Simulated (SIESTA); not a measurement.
# Mg3Te under changes of volume

One of the cells (24.177 Å³/atom); the others are scaled copies at fixed shape and fractional positions:

```
Te Mg
1.0
    -2.13936    2.13936    5.28249
     2.13936   -2.13936    5.28249
     2.13936    2.13936   -5.28249
Te Mg
1 3
Cartesian
  0.0000 0.0000 0.0000
  2.1394 0.0000 2.6412
  0.0000 2.1394 2.6412
  0.0000 0.0000 5.2825
```

The cell comes from a database or a generator and needn't be the stable form of this composition.

* Program: SIESTA 5.4.2
* Functional: LDA
* Potentials or basis: PseudoDojo 0.4 standard (LDA files)
* Basis: DZP (energy shift 0.003 Ry; two zetas on semicore shells)
* Grid cutoff: 800 Ry
* Energy shift: 0.003 Ry
* k mesh: 9 × 9 × 9
* Occupations: fermi-dirac, width 0.05 eV
* Spin: no spin polarisation

| volume (Å³/atom) | energy over the lowest point (meV/atom) | pressure (GPa) |
| --- | --- | --- |
| 22.727 | ? | ? |
| 23.210 | 0.48 | 0.6 |
| 23.694 | 0.00 | -0.3 |
| 24.177 | 2.06 | -1.1 |
| 24.661 | 6.41 | -1.8 |
| 25.144 | 12.80 | -2.4 |
| 25.628 | 20.98 | -3.0 |

Q: What does the run at 22.727 Å³/atom give?

A: Energy over the lowest point 3.81 meV/atom; pressure 1.6 GPa.

Worked out: A Birch-Murnaghan fit of order 3 (a polynomial in V^(-2/3)) to the other rows has its minimum at 23.54 Å³/atom with B0 = V·E''(V) = 43 GPa and B' = 4.7 at fixed shape and positions, which overstates the stiffness. It gives 3.84 meV/atom at 22.727 Å³/atom, against the run's 3.81, and -dE/dV = 1.6 GPa, against 1.6.

Energies are extrapolated to zero smearing.

Caveats: the basis of atomic orbitals isn't converged, which shifts pressures, moduli and gaps.
